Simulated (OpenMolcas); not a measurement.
**Os⁶⁺ among point charges: CASSCF and CASPT2 levels and susceptibility**

How does a field of 4 point charges split the states of Os⁶⁺, and what χT follows?

Method: state-averaged CASSCF and CASPT2, spin-orbit coupling by RASSI with atomic mean-field integrals. Code: OpenMolcas 26.06.

**1. What is computed**

- Species: Os⁶⁺ (osmium, Z = 76, 70 electrons)
- Basis: ANO-RCC-VDZP [7s6p4d2f1g], 68 functions
- Scalar Hamiltonian: DKH2, point nucleus
- Inactive shells: 1s 2s 2p 3s 3p 3d 4s 4p 4d 4f 5s 5p
- Active space: 2 electrons in 5 orbitals (5d)
- Some configurations of this space: 5d²
- Orbitals: optimised for each spin and parity, averaged over all roots

Outer shells as boxes (Hund's rule):

5d2
```
5d [↑ ][↑ ][  ][  ][  ]
```

The ion sits among 4 point charges of -1.5 e arranged as a tetrahedron (Td), 2 Å from the ion.

The work runs as a chain of OpenMolcas steps in one folder; each step below is one input file. Labels, J, g values, rates, χT and fits are worked out afterwards by a script from the matrices that RASSI stores.

**2. Basis and integrals**

The input, a.inp:

```
&GATEWAY
Coord
1

Os 0.0 0.0 0.0
Basis=ANO-RCC-VDZP
Group=NoSym
NoMove
AngMom=0.0 0.0 0.0
AMFI
XField
4 Angstrom 0
1.154701 1.154701 1.154701 -1.500000
1.154701 -1.154701 -1.154701 -1.500000
-1.154701 1.154701 -1.154701 -1.500000
-1.154701 -1.154701 1.154701 -1.500000
&SEWARD
```

Started as:

```bash
$ OMP_NUM_THREADS=1 MOLCAS_MEM=1689 MOLCAS_PROJECT=a pymolcas a.inp > a.log
```

**3. Reference wave functions, triplets, 10 roots**

The input, a.inp:

```
&RASSCF
FileOrb=start.orb
Symmetry=1
Spin=3
nActEl=2 0 0
Inactive=34
Ras2=5
CIRoot=10 10 1
SDav=10
CIMx=300
Iter=120 100
PrWF=0.3
OrbListing=Nothing
MaxOrb=0
>>> COPY $Project.JobIph JOB001
```

start.orb holds the contracted functions of the basis, ordered by shell, or the orbitals of the step before.

**4. CASSCF: singlets, 15 roots**

The input, a.inp:

```
&RASSCF
FileOrb=start.orb
Symmetry=1
Spin=1
nActEl=2 0 0
Inactive=34
Ras2=5
CIRoot=15 15 1
SDav=15
CIMx=300
Iter=120 100
PrWF=0.3
OrbListing=Nothing
MaxOrb=0
>>> COPY $Project.JobIph JOB002
```

**5. State interaction with spin-orbit coupling**

The input, a.inp:

```
&RASSI
NrOfJobIphs=2 10 15
1 2 3 4 5 6 7 8 9 10
1 2 3 4 5 6 7 8 9 10 11 12 13 14 15
IphNames
JOB001
JOB002
EJob
SpinOrbit
DIPRint=1.0
SOCoupling=1000.0
Subsets=2
Property=9
'ANGMOM' 1 'ANGMOM' 2 'ANGMOM' 3 'MLTPL  1' 1 'MLTPL  1' 2 'MLTPL  1' 3
'AMFI' 1 'AMFI' 2 'AMFI' 3
SOProperty=3
'ANGMOM' 1 'ANGMOM' 2 'ANGMOM' 3
```

**6. CASPT2: IPEA 0.25, imaginary shift 0.1 (closed shells correlated: 4f 5s 5p)**

The input, a.inp:

```
>>> COPY JOB001 $Project.JobIph
&CASPT2
Multistate=10 1 2 3 4 5 6 7 8 9 10
NoMult
Frozen=23
IPEA=0.25
Imaginary=0.1
MaxIter=60
WThr=0.0 0.3 0.05
PrWF=0.5
NoMix
>>> COPY JOB002 $Project.JobIph
&CASPT2
Multistate=15 1 2 3 4 5 6 7 8 9 10 11 12 13 14 15
NoMult
Frozen=23
IPEA=0.25
Imaginary=0.1
MaxIter=60
WThr=0.0 0.3 0.05
PrWF=0.5
NoMix
```

(Steps that only read results are left out.)

Before running it: what results should come out? Wanted: spin-free ground state; first state of the same spin within the active space; lowest level; next level.

**Answer**, as computed:

| quantity | value |
| --- | --- |
| method | SS-CASPT2, IPEA 0.25, imaginary shift 0.1 (closed shells correlated: 4f 5s 5p) |
| spin-free ground state | 3A2, 1-fold in its orbital part |
| first state of the same spin within the active space | 3T2 at 2240 cm⁻¹ |
| lowest level | 3-fold T2 |
| next level | 890.1 cm⁻¹ |
| χT at 300 K | 0.21 cm³ K/mol |
| effective moment at 300 K | 1.28 μB |

Cost by method:

```
                                                 method  time of its own steps  time with the reference
                                              A. CASSCF                   12 s                     12 s
B. SS-CASPT2, IPEA 0.25, imaginary shift 0.1, +4f 5s 5p                   14 s                     26 s
```

Times are of one thread on a shared host.

What this shows: The spin-free ground state (3A2) comes to 100 % from free-ion F terms and keeps the highest spin of the shell. χT at 300 K is 0.21, against 1.00 cm³ K/mol for the spin alone, so spin-orbit coupling lowers it. CASPT2 does not keep the components of a term degenerate, and the means are used. The field of point charges can differ much from that of real complexes. Point charges carry no covalency, so the field is a model and not that of real ligands.
